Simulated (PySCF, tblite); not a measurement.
# Bi18H12: electronic excitations

Wanted: electronic excitations for Bi18H12.

Programs: tblite 0.8.0 and PySCF 2.14.0, with routines of our own; each step states its level. All values are computed. Atoms count from 0.

## 1. The starting structure

30 atoms, charge 0, multiplicity 1; geometry from: force field, distance geometry or constructed start.

## 2. Geometry optimisation with GFN2-xTB

What the job is given:

```
{"job": {"kind": "relax", "xc": "GFN2-xTB", "basis": "xTB"}, "charge": 0, "multiplicity": 1}
Bi     0.004900     1.254100    -0.866600
Bi    -2.178600     2.514500     0.858100
Bi    -4.345500     1.253600    -0.864000
Bi    -4.351400    -1.251500     0.858800
Bi    -2.176400    -2.513100    -0.861600
Bi    -0.003300    -1.256400     0.862400
Bi     4.350800     1.257600    -0.868300
Bi     2.178800     2.514600     0.866500
Bi     2.178100    -2.514000    -0.865400
Bi     4.347900    -1.256700     0.866600
Bi     8.699300     1.254700    -0.867100
Bi     6.523600     2.509900     0.865000
Bi     6.522700    -2.511200    -0.860000
Bi     8.703600    -1.256500     0.862300
Bi    -6.528300     2.517000     0.865200
Bi    -8.703300     1.256500    -0.858700
Bi    -8.701000    -1.254000     0.865900
Bi    -6.527200    -2.515300    -0.866000
H     -2.176000     4.004400    -0.159200
H     -2.172600    -4.001700     0.164400
H      2.173100     4.006400    -0.160200
H      2.174500    -4.001100     0.161500
H      9.995800     2.005900     0.168300
H      6.521900     3.998300    -0.163200
H      6.526600    -4.000000     0.162600
H      9.986300    -2.002200    -0.159200
H     -6.525400     4.004900    -0.162400
H     -9.993000     2.001900     0.162900
H     -9.991800    -2.000900    -0.163700
H     -6.525000    -4.002200     0.165100
```

The run is started by

```console
OMP_NUM_THREADS=2 python large_run.py task.json out
```

This one command runs all jobs of the session in turn.

The program printed:

```text
step      E/eV     max force
  0   -1340.27699    0.674
  1   -1340.35842    0.523
  2   -1340.48487    0.158
  3   -1340.48996    0.130
  4   -1340.54008    0.262
  5   -1340.55560    0.278
  6   -1340.58542    0.215
  7   -1340.59936    0.113
  8   -1340.60342    0.061
  9   -1340.60401    0.052
 10   -1340.60483    0.051
 11   -1340.60648    0.067
 12   -1340.60927    0.086
 13   -1340.61240    0.086
 14   -1340.61449    0.082
 15   -1340.61550    0.056
 16   -1340.61615    0.040
 17   -1340.61683    0.047
 18   -1340.61756    0.050
 19   -1340.61846    0.075
 20   -1340.61986    0.091
 21   -1340.62206    0.093
 22   -1340.62456    0.071
 23   -1340.62608    0.048
 24   -1340.62658    0.029
 25   -1340.62678    0.026
 26   -1340.62703    0.029
 27   -1340.62742    0.041
 28   -1340.62814    0.062
 29   -1340.62643    0.151
 30   -1340.62944    0.080
 31   -1340.63010    0.051
 32   -1340.63085    0.023
 33   -1340.63133    0.010
```

Run time: 1.3 s. Hardware: 2 threads of Intel Xeon Platinum 8259CL at 2.50GHz, shared host; peak memory 0.16 GiB.

Step by step:

```tsv
step	energy from step 0 (eV)	largest force (eV/Å)
0	0.0000	0.6739
1	-0.0814	0.5230
2	-0.2079	0.1573
3	-0.2130	0.1303
4	-0.2631	0.2620
5	-0.2786	0.2779
6	-0.3084	0.2154
7	-0.3224	0.1130
8	-0.3264	0.0604
9	-0.3270	0.0529
11	-0.3295	0.0665
13	-0.3354	0.0857
15	-0.3385	0.0558
17	-0.3398	0.0472
19	-0.3415	0.0752
21	-0.3451	0.0924
23	-0.3491	0.0484
25	-0.3498	0.0263
27	-0.3504	0.0410
29	-0.3494	0.1503
30	-0.3524	0.0793
31	-0.3531	0.0516
32	-0.3539	0.0236
33	-0.3543	0.0102
```

Close pairs (by a distance rule), those that changed most:

```tsv
bond	before (Å)	after (Å)	change (Å)
Bi2–Bi14	3.058	2.985	-0.073
Bi6–Bi9	3.055	2.983	-0.071
Bi16–Bi17	3.052	2.983	-0.070
Bi10–Bi11	3.051	2.983	-0.068
Bi10–Bi13	3.049	2.982	-0.067
Bi0–Bi1	3.055	2.988	-0.067
Bi12–Bi13	3.049	2.983	-0.066
Bi5–Bi8	3.054	2.988	-0.066
```

The next job starts from the end point, and lists it.

## 3. Electronic excitations: TDDFT PBE/def2-SVP

What the job is given:

```
{"job": {"kind": "uv", "basis": "def2-SVP", "grid": 1, "kgrid": 0, "vcut": null, "nstates": 6, "ntriplets": 2, "tda": false, "delta": ["ip_vertical"], "pop": true, "xc": "PBE"}, "charge": 0, "multiplicity": 1}
Bi    -0.000406     1.225905    -0.850819
Bi    -2.145464     2.423858     0.849513
Bi    -4.285509     1.222643    -0.854936
Bi    -4.285401    -1.221870     0.855481
Bi    -2.145807    -2.421950    -0.850580
Bi    -0.000679    -1.226334     0.850952
Bi     4.285171     1.222802    -0.854554
Bi     2.144511     2.423013     0.849805
Bi     2.145183    -2.421687    -0.850279
Bi     4.285139    -1.221997     0.855186
Bi     8.568966     1.237667    -0.830618
Bi     6.414959     2.443216     0.843807
Bi     6.415854    -2.442870    -0.842473
Bi     8.569004    -1.236565     0.833295
Bi    -6.416373     2.443373     0.842619
Bi    -8.570520     1.237295    -0.831493
Bi    -8.569845    -1.236854     0.833094
Bi    -6.416511    -2.441204    -0.842732
H     -2.146888     3.900626    -0.166800
H     -2.146873    -3.898234     0.165940
H      2.146544     3.900077    -0.165739
H      2.145479    -3.898310     0.165867
H      9.806730     1.958841     0.251359
H      6.401151     3.895672    -0.208139
H      6.400697    -3.895697     0.209118
H      9.806999    -1.958509    -0.249012
H     -6.401191     3.896314    -0.208733
H     -9.807051     1.960275     0.251518
H     -9.807269    -1.958401    -0.249469
H     -6.401411    -3.893958     0.208728
```

Method: TDDFT PBE/def2-SVP, vertical, gas phase, core orbitals frozen in the response.

The program printed:

```text
start: PBE on a coarse grid of 176501 points
cycle   1  E = -3787.5889744996  dE = -4.220e+02  |g| = 1.211e+01  |ddm| = 5.960e+01
cycle   2  E = -1803.0693431150  dE =  1.985e+03  |g| = 2.938e+01  |ddm| = 3.010e+02
cycle   3  E = -3821.4516494265  dE = -2.018e+03  |g| = 8.972e+00  |ddm| = 3.053e+02
cycle   4  E = -3252.6202763545  dE =  5.688e+02  |g| = 2.408e+01  |ddm| = 6.364e+01
cycle   5  E = -3805.2086635525  dE = -5.526e+02  |g| = 8.961e+00  |ddm| = 5.244e+01
cycle   6  E = -3796.1552076743  dE =  9.053e+00  |g| = 1.083e+01  |ddm| = 2.274e+01
cycle   7  E = -3811.9625877449  dE = -1.581e+01  |g| = 8.228e+00  |ddm| = 1.997e+01
cycle   8  E = -3742.3689225251  dE =  6.959e+01  |g| = 1.112e+01  |ddm| = 2.267e+01
cycle   9  E = -3871.5039468057  dE = -1.291e+02  |g| = 5.809e-01  |ddm| = 1.771e+01
cycle  10  E = -3871.1111681430  dE =  3.928e-01  |g| = 1.086e+00  |ddm| = 3.211e+00
cycle  11  E = -3871.6445964495  dE = -5.334e-01  |g| = 1.965e-01  |ddm| = 2.292e+00
cycle  12  E = -3871.6570753222  dE = -1.248e-02  |g| = 1.135e-01  |ddm| = 5.639e-01
cycle  13  E = -3871.6578863118  dE = -8.110e-04  |g| = 1.066e-01  |ddm| = 3.144e-01
cycle  14  E = -3871.6622447256  dE = -4.358e-03  |g| = 2.916e-02  |ddm| = 1.956e-01
cycle  15  E = -3871.6625735694  dE = -3.288e-04  |g| = 1.009e-02  |ddm| = 5.950e-02
cycle  16  E = -3871.6626030939  dE = -2.952e-05  |g| = 5.934e-03  |ddm| = 2.971e-02
final grid: 176501 points
cycle  17  E = -3871.6624669752  dE =  1.361e-04  |g| = 1.810e-02  |ddm| = 4.510e-02
cycle  18  E = -3871.6610208905  dE =  1.446e-03  |g| = 5.952e-02  |ddm| = 1.398e-01
cycle  19  E = -3871.6625931672  dE = -1.572e-03  |g| = 7.719e-03  |ddm| = 1.069e-01
cycle  20  E = -3871.6626159764  dE = -2.281e-05  |g| = 1.454e-03  |ddm| = 1.375e-02
cycle  21  E = -3871.6626187918  dE = -2.815e-06  |g| = 2.960e-04  |ddm| = 2.853e-03
cycle  22  E = -3871.6626195015  dE = -7.097e-07  |g| = 8.557e-05  |ddm| = 6.553e-04
converged SCF energy = -3871.6626195015

Static polarisability (au): isotropic 1145.845, principal 579.197 881.405 1976.933

Singlet excitations
state   eV       nm        f      main configurations
  1   2.4300    510.2   0.00000   H->L 0.97
  2   2.4812    499.7   0.00000   H-1->L 0.97
  3   2.4946    497.0   0.00501   H-2->L 0.97
  4   2.5611    484.1   0.02711   H->L+1 0.93
  5   2.6191    473.4   0.00000   H-2->L+1 0.96
  6   2.6406    469.5   0.02910   H->L+2 0.66, H-1->L+1 0.29

Triplet excitations (Tamm-Dancoff, eV): 2.2755 2.3830
```

Run time: 79 s. Hardware: 2 threads of Intel Xeon Platinum 8259CL at 2.50GHz, shared host; peak memory 1.5 GiB.

Warnings kept with the result: ip_vertical: open-shell SCF did not converge.

Frontier orbitals and where they lie:

```tsv
orbital	eV	atoms
HOMO−4	-5.45	Bi8 11 %, Bi4 11 %, Bi7 11 %
HOMO−3	-5.36	Bi13 10 %, Bi10 10 %, Bi15 10 %
HOMO−2	-5.13	Bi2 10 %, Bi3 10 %, Bi6 10 %
HOMO−1	-5.12	Bi7 8 %, Bi1 8 %, Bi4 8 %
HOMO	-5.04	Bi0 13 %, Bi5 13 %, Bi7 9 %
LUMO	-2.68	Bi5 8 %, Bi0 8 %, Bi8 7 %
LUMO+1	-2.54	Bi1 7 %, Bi7 7 %, Bi8 7 %
LUMO+2	-2.44	Bi5 9 %, Bi0 9 %, Bi4 8 %
LUMO+3	-2.41	Bi8 9 %, Bi4 9 %, Bi7 9 %
```

With each of the 6 states as a Gaussian band of 0.4 eV half-width at 1/e, the curve within the window shown has maxima at 478 nm (ε 2,400) L/(mol cm). Beyond the last state computed it falls off for lack of states. The curve at chosen wavelengths:

```csv
nm,ε (L/mol/cm)
422,1176
432,1524
442,1851
453,2149
463,2335
473,2430
483,2434
493,2357
504,2198
514,2008
524,1792
534,1568
544,1348
555,1121
565,935
575,771
585,629
595,509
606,399
616,318
626,252
636,199
646,156
657,119
667,93
677,73
```

Ground-state properties from the same run:

```tsv
property	computed
dipole moment (D)	0.01
polarisability (Å³)	169.80
HOMO–LUMO gap (eV)	2.36
−ε(HOMO) (eV)	5.04
```

## 4. Outcome

| quantity | value |
| --- | --- |
| lowest singlet (PBE/def2-SVP) | 2.43 eV (510 nm), f = 0.000 |
| brightest single state of those computed | state 6, 2.64 eV, f = 0.029 |
| lowest triplet | 2.28 eV |

In words: The lowest singlet, at 2.43 eV, is HOMO→LUMO 0.97 and is dark; of the 6 states computed, the strongest absorption comes from state 6 at 2.64 eV (the last computed, so partners may be missing). State 4 absorbs in the visible (484 nm). The lowest triplet lies 0.15 eV below the lowest singlet (triplets in Tamm-Dancoff, singlets in full TDDFT). Spin-orbit coupling, left out, mixes singlets and triplets in elements this heavy.
